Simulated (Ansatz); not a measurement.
# GaH₄+ (triplet): wave-function methods side by side at distance Ga1–H4 = 4.480 Å, cc-pVDZ

How much of the correlation energy of GaH₄+ (triplet) does each wave-function method recover here?

Computed with Ansatz 0.2.0, Gaussian basis. Level: cc-pVDZ, core rule «outside noble gas», up to 14 orbitals frozen.

Plan: UHF; CCSD(T) on ROHF; CCSD(T) on UHF; BCCD(T) on ROHF; CISD as a restricted active space (open shells left free, so some higher excitations enter); CCSDT(Q) on ROHF; CCSDT(Q) on UHF; CASSCF and MRCISD+Q, 4 electrons in 4 orbitals; CASSCF and NEVPT2, 4 electrons in 4 orbitals; Full CI.

29 further runs of the same task are left out: 10 for a known fault of the program, 12 that didn't finish, 7 set aside as unsound or not needed. Runs told in other sessions of the task aren't counted.

## (1) What is computed

The geometry derives from a PBE0/def2-TZVP stationary point (not a proven minimum). One bond is set to the value named and the two fragments are kept rigid. No spin-orbit coupling is included. The filled d shell of Ga may be among the frozen orbitals whatever the setting's name suggests.

5 atoms, charge 1, spin multiplicity 3.

Atoms are counted from 1 here; the program's logs count them from 0.

Bond lengths: Ga1–H2 1.643 Å, Ga1–H3 1.643 Å, Ga1–H5 1.643 Å. Angles: H2–Ga1–H3 69.0°, H2–Ga1–H5 132.8°, H3–Ga1–H5 132.8°.

In the tables R marks a restricted open-shell determinant and U an unrestricted one; 'pair' is the active space of 4 electrons in 4 orbitals; energies count from the table's Hartree-Fock row.

## (2) UHF

Input file in.yaml:

```yaml
crystal:
  periodic: [false, false, false]
  atoms:
    - {symbol: Ga, position_ang: [0.015433, -0.015396, 0.032060]}
    - {symbol: H, position_ang: [0.667938, 0.648709, 1.385929]}
    - {symbol: H, position_ang: [-0.647081, -0.669490, 1.385941]}
    - {symbol: H, position_ang: [-1.767971, 1.763672, -3.672638]}
    - {symbol: H, position_ang: [0.679529, -0.677902, -1.316947]}
basis:
  gaussian: {orbitals: cc-pVDZ}
total_charge: 1
magnetization: {spin_polarized: true, initial_magnetization: 2}
hamiltonian: {xc: hf}
output: {orbitals: {seedname: orbitals}}
```

Run with:

```bash
ansatz run in.yaml --threads 1 --pin off --events-out ev --progress --plain --max-ram 2393MiB
```

Log:

```text
Functional definition: HF
  name "HF"
  cite "Fock, Z. Phys. 61, 126 (1930) doi:10.1007/BF01340294"
  parent pbe
  exchange = exact_x
  correlation = 0
493 factors; integrals over basis functions are off by at most 2.4e-3 eV
mean field evaluation 1: about -52382.7009 eV, gradient 7.2e0 eV
mean field evaluation 2: about -52382.7089 eV, gradient 7.3e0 eV
mean field evaluation 4: about -52383.4508 eV, gradient 8.1e-1 eV
mean field evaluation 8: about -52383.4770 eV, gradient 1.3e-2 eV
mean field -52383.47703939 eV, -1925.0572744015 hartree, gradient 1.7e-5 eV, S^2 2.055225; 0 other end points of the search recorded, 0 dependent functions left out
reference -52383.47703939 eV, -1925.0572744015 hartree; 18, 16 occupied and 29, 31 virtual orbitals, 493 factors
Total energy: -52383.47703939 eV, -1925.0572744015 hartree
```

It took 0.39 s on 1 thread of INTEL XEON PLATINUM 8581C at 2.30GHz, shared host.

From the report: ⟨S²⟩ of the determinant 2.055 (pure triplet: 2.00).

## (3) CCSD(T) on ROHF

in.yaml, as its differences from that of step 2:

```diff
@@ -11,4 +11,3 @@
 total_charge: 1
-magnetization: {spin_polarized: true, initial_magnetization: 2}
-hamiltonian: {xc: hf}
-output: {orbitals: {seedname: orbitals}}
+magnetization: {spin_polarized: false, initial_magnetization: 2}
+correlation: {method: ccsd_t, electrons: outside_noble_gas}
```

Launched as before.

Log, shortened:

```text
Functional definition: HF
  name "HF"
  cite "Fock, Z. Phys. 61, 126 (1930) doi:10.1007/BF01340294"
  parent pbe
[...]
493 factors; integrals over basis functions are off by at most 2.4e-3 eV
[...]
mean field -52383.22564310 eV, -1925.0480357583 hartree, gradient 1.6e-6 eV, S^2 2.000000; 3 other end points of the search recorded, 0 dependent functions left out
determinant -52383.22564310 eV, -1925.0480357583 hartree, with singles and doubles -52385.64463687 eV, -1925.1369321397 hartree
determinant -52380.11505241 eV, -1924.9337236589 hartree, with singles and doubles -52382.72182538 eV, -1925.0295207987 hartree
14 core orbitals not correlated: weight in the atoms' cores, before any rotation towards them, 0.999 or more for the frozen orbitals, at most 0.001 for the correlated occupied ones
reference -52383.22564310 eV, -1925.0480357583 hartree; 4, 2 occupied and 29, 31 virtual orbitals, 493 factors
second order -1.66716727 eV of doubles, -0.11794104 eV of singles
cycle   1  -2.37790782 eV  change   -9.0e-2 eV  update   1.8e-2
[...]
cycle  10  -2.38800480 eV  change   -1.2e-6 eV  update   3.1e-6
perturbative correction -0.03990011 eV, -0.0014663022 hartree
Total energy: -52385.65354802 eV, -1925.1372596184 hartree
```

It took 1 s on 1 thread of INTEL XEON PLATINUM 8581C at 2.30GHz, shared host.

From the report: correlation -2.4279 eV; T1 0.027; largest double amplitude 0.06.

## (4) CCSD(T) on UHF

in.yaml, as its differences from that of step 3:

```diff
@@ -11,3 +11,3 @@
 total_charge: 1
-magnetization: {spin_polarized: false, initial_magnetization: 2}
+magnetization: {spin_polarized: true, initial_magnetization: 2}
 correlation: {method: ccsd_t, electrons: outside_noble_gas}
```

The command is unchanged.

Log, shortened:

```text
Functional definition: HF
  name "HF"
  cite "Fock, Z. Phys. 61, 126 (1930) doi:10.1007/BF01340294"
  parent pbe
[...]
493 factors; integrals over basis functions are off by at most 2.4e-3 eV
[...]
mean field -52383.47703939 eV, -1925.0572744015 hartree, gradient 2.1e-6 eV, S^2 2.055225; 1 other end points of the search recorded, 0 dependent functions left out
determinant -52383.47703939 eV, -1925.0572744015 hartree, with singles and doubles -52385.64002782 eV, -1925.1367627603 hartree
determinant -52380.31929749 eV, -1924.9412295271 hartree, with singles and doubles -52382.74380136 eV, -1925.0303284010 hartree
14 core orbitals not correlated: weight in the atoms' cores, before any rotation towards them, 0.999 or more for the frozen orbitals, at most 0.002 for the correlated occupied ones
reference -52383.47703939 eV, -1925.0572744015 hartree; 4, 2 occupied and 29, 31 virtual orbitals, 493 factors
second order -1.52863701 eV of doubles, -0.00000000 eV of singles
cycle   1  -2.13025900 eV  change   -9.4e-2 eV  update   1.9e-2
[...]
cycle  10  -2.14346865 eV  change   -4.5e-6 eV  update   4.3e-6
perturbative correction -0.03516753 eV, -0.0012923830 hartree
Total energy: -52385.65567558 eV, -1925.1373378046 hartree
```

Wall time 0.93 s (1 thread of INTEL XEON PLATINUM 8581C at 2.30GHz, shared host).

From the report: ⟨S²⟩ of the determinant 2.055 (pure triplet: 2.00); correlation -2.1786 eV; T1 0.023; largest double amplitude 0.06.

## (5) BCCD(T) on ROHF

in.yaml, as its differences from that of step 4:

```diff
@@ -11,3 +11,3 @@
 total_charge: 1
-magnetization: {spin_polarized: true, initial_magnetization: 2}
-correlation: {method: ccsd_t, electrons: outside_noble_gas}
+magnetization: {spin_polarized: false, initial_magnetization: 2}
+correlation: {method: bccd_t, electrons: outside_noble_gas}
```

The command is unchanged.

Log, shortened:

```text
Functional definition: HF
  name "HF"
  cite "Fock, Z. Phys. 61, 126 (1930) doi:10.1007/BF01340294"
  parent pbe
[...]
493 factors; integrals over basis functions are off by at most 2.4e-3 eV
[...]
mean field -52383.22564310 eV, -1925.0480357583 hartree, gradient 1.6e-6 eV, S^2 2.000000; 3 other end points of the search recorded, 0 dependent functions left out
determinant -52383.22564310 eV, -1925.0480357583 hartree, with singles and doubles -52385.64463687 eV, -1925.1369321397 hartree
determinant -52380.11505241 eV, -1924.9337236589 hartree, with singles and doubles -52382.72182538 eV, -1925.0295207987 hartree
14 core orbitals not correlated: weight in the atoms' cores, before any rotation towards them, 0.999 or more for the frozen orbitals, at most 0.001 for the correlated occupied ones
reference -52383.22564310 eV, -1925.0480357583 hartree; 4, 2 occupied and 29, 31 virtual orbitals, 493 factors
second order -1.66716727 eV of doubles, -0.11794104 eV of singles
cycle   1  -2.38601192 eV  change   -9.8e-2 eV  update   1.8e-2
[...]
cycle   9  -2.38999734 eV  change    2.4e-6 eV  update   6.3e-6
perturbative correction -0.03813815 eV, -0.0014015511 hartree
Total energy: -52385.65377859 eV, -1925.1372680918 hartree
```

Wall time 1.2 s (1 thread of INTEL XEON PLATINUM 8581C at 2.30GHz, shared host).

From the report: correlation -2.4281 eV; largest double amplitude 0.06.

## (6) CISD as a restricted active space (open shells left free, so some higher excitations enter)

in.yaml, as its differences from that of step 5:

```diff
@@ -12,2 +12,2 @@
 magnetization: {spin_polarized: false, initial_magnetization: 2}
-correlation: {method: bccd_t, electrons: outside_noble_gas}
+correlation: {active_space: {ras: {orbitals: [2, 2, 29], electrons: 6, max_holes: 2, max_particles: 2}, fixed_orbitals: true}}
```

Launched as before.

Log:

```text
Functional definition: HF
  name "HF"
  cite "Fock, Z. Phys. 61, 126 (1930) doi:10.1007/BF01340294"
  parent pbe
  exchange = exact_x
  correlation = 0
493 factors; integrals over basis functions are off by at most 2.4e-3 eV
mean field evaluation 1: about -52382.4646 eV, gradient 8.6e0 eV
mean field evaluation 2: about -52382.4727 eV, gradient 8.6e0 eV
mean field evaluation 4: about -52382.9371 eV, gradient 2.9e0 eV
mean field evaluation 8: about -52383.2256 eV, gradient 6.9e-2 eV
mean field evaluation 16: about -52383.1593 eV, gradient 8.2e-1 eV
mean field -52383.22564310 eV, -1925.0480357583 hartree, gradient 1.6e-6 eV, S^2 2.000000; 2 other end points of the search recorded, 0 dependent functions left out
reference -52383.22564310 eV, -1925.0480357583 hartree; 18, 16 occupied and 29, 31 virtual orbitals, 493 factors
state -52385.55449653 eV, -1925.1336195431 hartree
Total energy: -52385.55449653 eV, -1925.1336195431 hartree
```

Run time: 0.72 s. Hardware: 1 thread of INTEL XEON PLATINUM 8581C at 2.30GHz, shared host.

From the report: 17,032 determinants.

## (7) CCSDT(Q) on ROHF

in.yaml, as its differences from that of step 6:

```diff
@@ -12,2 +12,2 @@
 magnetization: {spin_polarized: false, initial_magnetization: 2}
-correlation: {active_space: {ras: {orbitals: [2, 2, 29], electrons: 6, max_holes: 2, max_particles: 2}, fixed_orbitals: true}}
+correlation: {method: ccsdt_q, electrons: outside_noble_gas}
```

Launched as before.

Log, shortened:

```text
Functional definition: HF
  name "HF"
  cite "Fock, Z. Phys. 61, 126 (1930) doi:10.1007/BF01340294"
  parent pbe
[...]
898 factors; integrals over basis functions are off by at most 1.3e-7 eV
[...]
mean field -52383.22575984 eV, -1925.0480400486 hartree, gradient 6.3e-7 eV, S^2 2.000000; 3 other end points of the search recorded, 0 dependent functions left out
determinant -52383.22575984 eV, -1925.0480400486 hartree, with singles and doubles -52385.64477524 eV, -1925.1369372248 hartree
determinant -52380.11517594 eV, -1924.9337281985 hartree, with singles and doubles -52382.72197212 eV, -1925.0295261913 hartree
14 core orbitals not correlated: weight in the atoms' cores, before any rotation towards them, 0.999 or more for the frozen orbitals, at most 0.001 for the correlated occupied ones
reference -52383.22575984 eV, -1925.0480400486 hartree; 4, 2 occupied and 29, 31 virtual orbitals, 898 factors
second order -1.66719841 eV of doubles, -0.11794274 eV of singles
cycle   1  -2.18582618 eV  change   -4.0e-1 eV  update   5.8e-2
[...]
cycle  15  -2.44415312 eV  change   -5.9e-7 eV  update   5.4e-7
perturbative correction -0.00064103 eV, -0.0000235574 hartree
Total energy: -52385.67055399 eV, -1925.1378845764 hartree
```

It took 5.5 s on 1 thread of INTEL XEON PLATINUM 8581C at 2.30GHz, shared host.

From the report: correlation -2.4448 eV; T1 0.028; largest double amplitude 0.06.

## (8) CCSDT(Q) on UHF

in.yaml, as its differences from that of step 7:

```diff
@@ -11,3 +11,3 @@
 total_charge: 1
-magnetization: {spin_polarized: false, initial_magnetization: 2}
+magnetization: {spin_polarized: true, initial_magnetization: 2}
 correlation: {method: ccsdt_q, electrons: outside_noble_gas}
```

Same command.

Log, shortened:

```text
Functional definition: HF
  name "HF"
  cite "Fock, Z. Phys. 61, 126 (1930) doi:10.1007/BF01340294"
  parent pbe
[...]
898 factors; integrals over basis functions are off by at most 1.3e-7 eV
[...]
mean field -52383.47716087 eV, -1925.0572788657 hartree, gradient 2.4e-6 eV, S^2 2.055227; 1 other end points of the search recorded, 0 dependent functions left out
determinant -52383.47716087 eV, -1925.0572788657 hartree, with singles and doubles -52385.64016583 eV, -1925.1367678320 hartree
determinant -52380.31942383 eV, -1924.9412341700 hartree, with singles and doubles -52382.74394376 eV, -1925.0303336342 hartree
14 core orbitals not correlated: weight in the atoms' cores, before any rotation towards them, 0.999 or more for the frozen orbitals, at most 0.002 for the correlated occupied ones
reference -52383.47716087 eV, -1925.0572788657 hartree; 4, 2 occupied and 29, 31 virtual orbitals, 898 factors
second order -1.52866464 eV of doubles, -0.00000000 eV of singles
cycle   1  -1.90391230 eV  change   -3.8e-1 eV  update   5.8e-2
[...]
cycle  16  -2.19488882 eV  change   -2.4e-7 eV  update   3.4e-7
perturbative correction -0.00071327 eV, -0.0000262120 hartree
Total energy: -52385.67276295 eV, -1925.1379657543 hartree
```

Run time: 4.9 s. Hardware: 1 thread of INTEL XEON PLATINUM 8581C at 2.30GHz, shared host.

From the report: ⟨S²⟩ of the determinant 2.055 (pure triplet: 2.00); correlation -2.1956 eV; T1 0.024; largest double amplitude 0.06.

## (9) CASSCF and MRCISD+Q, 4 electrons in 4 orbitals

in.yaml, as its differences from that of step 8:

```diff
@@ -11,3 +11,3 @@
 total_charge: 1
-magnetization: {spin_polarized: true, initial_magnetization: 2}
-correlation: {method: ccsdt_q, electrons: outside_noble_gas}
+magnetization: {spin_polarized: false, initial_magnetization: 2}
+correlation: {method: fic_mrcisd_q, electrons: outside_noble_gas, active_space: {window: {electrons: 4, orbitals: 4}}}
```

The command is unchanged.

Log, shortened:

```text
Functional definition: HF
  name "HF"
  cite "Fock, Z. Phys. 61, 126 (1930) doi:10.1007/BF01340294"
  parent pbe
[...]
493 factors; integrals over basis functions are off by at most 2.4e-3 eV
[...]
mean field -52383.22564310 eV, -1925.0480357583 hartree, gradient 1.6e-6 eV, S^2 2.000000; 2 other end points of the search recorded, 0 dependent functions left out
reference -52383.22564310 eV, -1925.0480357583 hartree; 18, 16 occupied and 29, 31 virtual orbitals, 493 factors
state -52383.82961648 eV, -1925.0702313705 hartree
contracted CI cycle   1: correlation 0.00000000 eV, 0.0000000000 hartree, residual 9.16e0 eV
contracted CI cycle   2: correlation -1.65533682 eV, -0.0608325063 hartree, residual 2.02e0 eV
contracted CI cycle   3: correlation -1.74862205 eV, -0.0642606753 hartree, residual 7.08e-1 eV
contracted CI cycle   4: correlation -1.76228555 eV, -0.0647627994 hartree, residual 3.04e-1 eV
contracted CI cycle   5: correlation -1.76475257 eV, -0.0648534607 hartree, residual 1.23e-1 eV
contracted CI cycle   6: correlation -1.76521517 eV, -0.0648704611 hartree, residual 5.70e-2 eV
contracted CI cycle   7: correlation -1.76529536 eV, -0.0648734078 hartree, residual 2.15e-2 eV
contracted CI cycle   8: correlation -1.76530615 eV, -0.0648738046 hartree, residual 7.26e-3 eV
contracted CI cycle   9: correlation -1.76530735 eV, -0.0648738485 hartree, residual 2.51e-3 eV
contracted CI cycle  10: correlation -1.76530750 eV, -0.0648738540 hartree, residual 9.80e-4 eV
state -52383.82961648 eV, -1925.0702313705 hartree; corrected -52385.68975879 eV, -1925.1385903398 hartree
Total energy: -52385.68975879 eV, -1925.1385903398 hartree
```

Wall time 1.1 s (1 thread of INTEL XEON PLATINUM 8581C at 2.30GHz, shared host).

From the report: 18 determinants; active occupations 1.97, 1.00, 1.00, 0.03.

## (10) CASSCF and NEVPT2, 4 electrons in 4 orbitals

in.yaml, as its differences from that of step 9:

```diff
@@ -12,2 +12,2 @@
 magnetization: {spin_polarized: false, initial_magnetization: 2}
-correlation: {method: fic_mrcisd_q, electrons: outside_noble_gas, active_space: {window: {electrons: 4, orbitals: 4}}}
+correlation: {method: sc_nevpt2, electrons: outside_noble_gas, active_space: {window: {electrons: 4, orbitals: 4}}}
```

The command is unchanged.

Log:

```text
Functional definition: HF
  name "HF"
  cite "Fock, Z. Phys. 61, 126 (1930) doi:10.1007/BF01340294"
  parent pbe
  exchange = exact_x
  correlation = 0
493 factors; integrals over basis functions are off by at most 2.4e-3 eV
mean field evaluation 1: about -52382.4646 eV, gradient 8.6e0 eV
mean field evaluation 2: about -52382.4727 eV, gradient 8.6e0 eV
mean field evaluation 4: about -52382.9371 eV, gradient 2.9e0 eV
mean field evaluation 8: about -52383.2256 eV, gradient 6.9e-2 eV
mean field evaluation 16: about -52383.1593 eV, gradient 8.2e-1 eV
mean field -52383.22564310 eV, -1925.0480357583 hartree, gradient 1.6e-6 eV, S^2 2.000000; 2 other end points of the search recorded, 0 dependent functions left out
reference -52383.22564310 eV, -1925.0480357583 hartree; 18, 16 occupied and 29, 31 virtual orbitals, 493 factors
state -52383.82961648 eV, -1925.0702313705 hartree
state -52383.82961648 eV, -1925.0702313705 hartree; corrected -52385.07721739 eV, -1925.1160798583 hartree
Total energy: -52385.07721739 eV, -1925.1160798583 hartree
```

Run time: 0.93 s. Hardware: 1 thread of INTEL XEON PLATINUM 8581C at 2.30GHz, shared host.

From the report: 18 determinants; active occupations 1.97, 1.00, 1.00, 0.03.

## (11) Full CI

in.yaml, as its differences from that of step 10:

```diff
@@ -12,2 +12,2 @@
 magnetization: {spin_polarized: false, initial_magnetization: 2}
-correlation: {method: sc_nevpt2, electrons: outside_noble_gas, active_space: {window: {electrons: 4, orbitals: 4}}}
+correlation: {method: fci, electrons: outside_noble_gas}
```

The command is unchanged.

Log:

```text
Functional definition: HF
  name "HF"
  cite "Fock, Z. Phys. 61, 126 (1930) doi:10.1007/BF01340294"
  parent pbe
  exchange = exact_x
  correlation = 0
898 factors; integrals over basis functions are off by at most 1.3e-7 eV
mean field evaluation 1: about -52382.4611 eV, gradient 8.6e0 eV
mean field evaluation 2: about -52382.4721 eV, gradient 8.6e0 eV
mean field evaluation 4: about -52382.9371 eV, gradient 2.9e0 eV
mean field evaluation 8: about -52383.2257 eV, gradient 6.9e-2 eV
mean field evaluation 16: about -52383.1567 eV, gradient 8.4e-1 eV
mean field -52383.22575984 eV, -1925.0480400486 hartree, gradient 6.3e-7 eV, S^2 2.000000; 2 other end points of the search recorded, 0 dependent functions left out
mean field evaluation 32: about -52383.4728 eV, gradient 2.5e-1 eV
14 core orbitals not correlated: weight in the atoms' cores, before any rotation towards them, 0.999 or more for the frozen orbitals, at most 0.001 for the correlated occupied ones
reference -52383.22575984 eV, -1925.0480400486 hartree; 4, 2 occupied and 29, 31 virtual orbitals, 898 factors
state -52385.67122083 eV, -1925.1379090823 hartree
Total energy: -52385.67122083 eV, -1925.1379090823 hartree
```

It took 69 s on 1 thread of INTEL XEON PLATINUM 8581C at 2.30GHz, shared host; peak memory 1.4 GiB.

From the report: 14,883,000 determinants, symmetry A''.

## (12) Natural occupations

Natural occupations of the FCI state about the gap (report; correlated orbitals 1 to 10): 1.951, 1.923, 1.000, 0.996, 0.054, 0.018, 0.017, 0.010, 0.006, 0.005. The count of effectively unpaired electrons, Σ n²(2 − n)², is 2.05; a single determinant of this spin has 2.

## (13) All levels against the top one

The yardstick is full CI for this spin, exact in this basis with these frozen cores. Rows without a time are mean-field rows or come out of runs for another level: lower rungs of the coupled-cluster runs, CASSCF and MRCISD of the multireference runs, or the Hartree-Fock search.

Differences are taken before rounding.

| method | energy from the lowest ROHF (meV) | from FCI (meV) | time |
| --- | --- | --- | --- |
| ROHF | 0.0 | +2445.6 |  |
| UHF | -251.4 | +2194.2 |  |
| RMP2 | -1785.1 | +660.5 |  |
| UMP2 | -1780.0 | +665.5 |  |
| RCCSD | -2388.0 | +57.6 |  |
| UCCSD | -2394.9 | +50.7 |  |
| RCCSD(T) | -2427.9 | +17.7 | 1 s |
| UCCSD(T) | -2430.0 | +15.5 | 0.93 s |
| BCCD(T) | -2428.1 | +17.4 | 1.2 s |
| RCCSDT | -2444.3 | +1.3 |  |
| UCCSDT | -2446.4 | -0.8 |  |
| RCCSDT(Q) | -2444.9 | +0.7 | 5.5 s |
| UCCSDT(Q) | -2447.1 | -1.5 | 4.9 s |
| CASSCF pair | -604.0 | +1841.6 |  |
| NEVPT2 pair | -1851.6 | +594.0 | 0.93 s |
| MRCISD pair | -2369.3 | +76.3 |  |
| MRCISD+Q pair | -2464.1 | -18.5 | 1.1 s |
| FCI | -2445.6 | 0 | 69 s |

Among the levels timed on like hardware and quicker than the yardstick, those that no quicker one beats, quickest first: UCCSD(T) (0.93 s, +15.5 meV); UCCSDT(Q) (4.9 s, -1.5 meV); RCCSDT(Q) (5.5 s, +0.7 meV).

Not comparable, so not listed: CISD as a restricted active space (open shells left free, so some higher excitations enter) (they don't share determinant, frozen orbitals or solution with the rows shown, or repeat one).

## (14) What came out

| quantity | value |
| --- | --- |
| FCI from the ROHF energy | -2.4456 eV |
| RMP2 from FCI | +660.5 meV |
| UMP2 from FCI | +665.5 meV |
| RCCSD from FCI | +57.6 meV |
| RCCSD(T) from FCI | +17.7 meV |
| UCCSD(T) from FCI | +15.5 meV |
| RCCSDT(Q) from FCI | +0.7 meV |
| UCCSDT(Q) from FCI | -1.5 meV |
| NEVPT2 pair from FCI | +594.0 meV |
| MRCISD+Q pair from FCI | -18.5 meV |
| levels within 1 kcal/mol (43 meV) | RCCSD(T), UCCSD(T), BCCD(T), RCCSDT, UCCSDT, RCCSDT(Q), UCCSDT(Q), MRCISD+Q pair |
| T1 diagnostic | 0.027 |
| effectively unpaired electrons | 2.05 |

RCCSD(T) misses by +17.7 meV, 0.7 % of the correlation energy. MRCISD+Q pair falls below full CI: the +Q correction isn't variational, and the cores differ from full CI's. One determinant dominates. Of the multireference levels listed MRCISD+Q pair comes nearest in total energy (-18.5 meV), which doesn't show that its space is the better one. These misses are within one basis, not against nature; the frozen cores of restricted and unrestricted runs differ, which can shift their rows.

Levels on UHF freeze UHF's core orbitals, full CI those of ROHF, so the U rows can settle a little off it for that reason alone.

For cost: RCCSDT(Q) gets within 0.7 meV in 5.5 s, where FCI took 69 s; the quickest level in the cost chart, UCCSD(T), takes 0.93 s and misses by 15.5 meV.
